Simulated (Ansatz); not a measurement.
# AlClO: the cost of one run

Program: Ansatz 0.2.0, Gaussian basis. Level of theory: PBE0-D4/def2-TZVP structures, single points in def2-TZVPP, no counterpoise correction. These are calculated values, not measurements.

Levels: SPW92, PBE-D4, BLYP-D4, r2SCAN-D4, B97M-V, PBE0-D4, B3LYP-D4, r2SCAN0-D4, BHLYP-D4, CAM-B3LYP-D4, wB97X-V, wB97M-V, B2PLYP, PBE-QIDH, RPA on PBE, Hartree-Fock, MP2, CCSD, CCSD(T).

Correlated methods freeze the cores. B3LYP uses VWN-RPA correlation. B2PLYP carries no dispersion term here.

56 further runs of the same task are left out: 56 set aside as unsound or not needed.

### 1 The system as given

The complex: 8 atoms, charge 0, spin multiplicity 1.

Atoms are counted from 1 here; the program's logs count them from 0.

Bond lengths: Al1–O3 1.595 Å, Al1–Cl5 2.068 Å, C2–H4 1.102 Å, C2–H6 1.091 Å, C2–H7 1.091 Å, C2–H8 1.091 Å. Angles: O3–Al1–Cl5 166.8°, H4–C2–H6 112.0°, H4–C2–H7 112.0°, H4–C2–H8 105.5°, H6–C2–H7 110.2°, H6–C2–H8 108.5°, H7–C2–H8 108.5°.

Coordinates:

```
Al   -1.1262    1.2002   -0.3690
C     0.6884   -0.8057    0.1605
O    -1.7871    0.6590   -1.7155
H    -0.0125   -0.7436   -0.6878
Cl   -0.5697    2.2632    1.3149
H     0.1680   -0.8505    1.1184
H     1.4052    0.0171    0.1595
H     1.2338   -1.7395    0.0191
```

Its parts: AlClO holds atoms 1, 3, 5; CH4 holds atoms 2, 4, 6, 7, 8. Each part counts its atoms afresh in its own runs.

### 2 Relaxing AlClO alone

File relax-a/in.yaml:

```yaml
crystal:
  periodic: [false, false, false]
  atoms:
    - {symbol: Al, position_ang: [-1.126191, 1.200179, -0.368974]}
    - {symbol: O, position_ang: [-1.787066, 0.658967, -1.715511]}
    - {symbol: Cl, position_ang: [-0.569677, 2.263197, 1.314901]}
basis:
  gaussian: {orbitals: def2-TZVP}
hamiltonian: {xc: pbe0, dispersion: d4}
relax: {f_tol: 0.005, max_steps: 200}
```

Started as:

```bash
$ ansatz run in.yaml --threads 4 --pin off --events-out ev --progress --plain --max-ram 9574MiB
```

**Question.** How long does this run take on 4 threads of Arm Neoverse V1, shared host?

About 6.5 s.
